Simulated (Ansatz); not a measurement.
Ge2Sb2Te5, 9 atoms in the cell. It takes space group P-3m1 (No. 164, trigonal). Conventional cell: a = 4.294 Å, b = 4.294 Å, c = 17.101 Å, α = 90.00°, β = 90.00°, γ = 120.00°. Te (site symmetry 3m) is surrounded by 3 Sb at 3.01 Å. Around Te (site symmetry 3m) lie 3 Ge at 3.00 Å and 3 Sb at 3.20 Å. Te (site symmetry -3m) has 6 Ge at 3.04 Å as nearest neighbours. Sb (site symmetry 3m) has 6 Te at 3.01 to 3.20 Å as nearest neighbours. Around Ge (site symmetry 3m) lie 6 Te at 3.00 to 3.04 Å. The cell comes from a database or a generator and needn't be the stable form of this composition.

| Item | Value |
| --- | --- |
| Program | Ansatz 0.2.0 |
| Task | single point |
| Functional | PBE |
| Potentials or basis | Ansatz PAW |
| Cutoff | 420 eV (not typed: the program's choice for these potentials) |
| k mesh | 7 × 7 × 2 |
| Occupations | gaussian, width 0.012 eV |
| Spin | no spin polarisation |

Potentials or basis: Ansatz PAW.

Command:

```bash
$ ansatz run input.yaml --threads 4 --pin off --max-ram 11264MiB --backend cpu --events-out ev --progress --plain --runs-dir out
```

Hardware: 4 threads of Intel(R) Xeon(R) Platinum 8375C CPU @ 2.90GHz (Ice Lake), with other jobs on the host.

**Question.** Estimate the wall time of this run.

**Answer.** It took 4.6 s on 4 threads of Intel(R) Xeon(R) Platinum 8375C CPU @ 2.90GHz (Ice Lake), with other jobs on the host, peak memory 1 GiB. Counts: scf iterations 8, plane waves 5295, k points 16, bands 83.
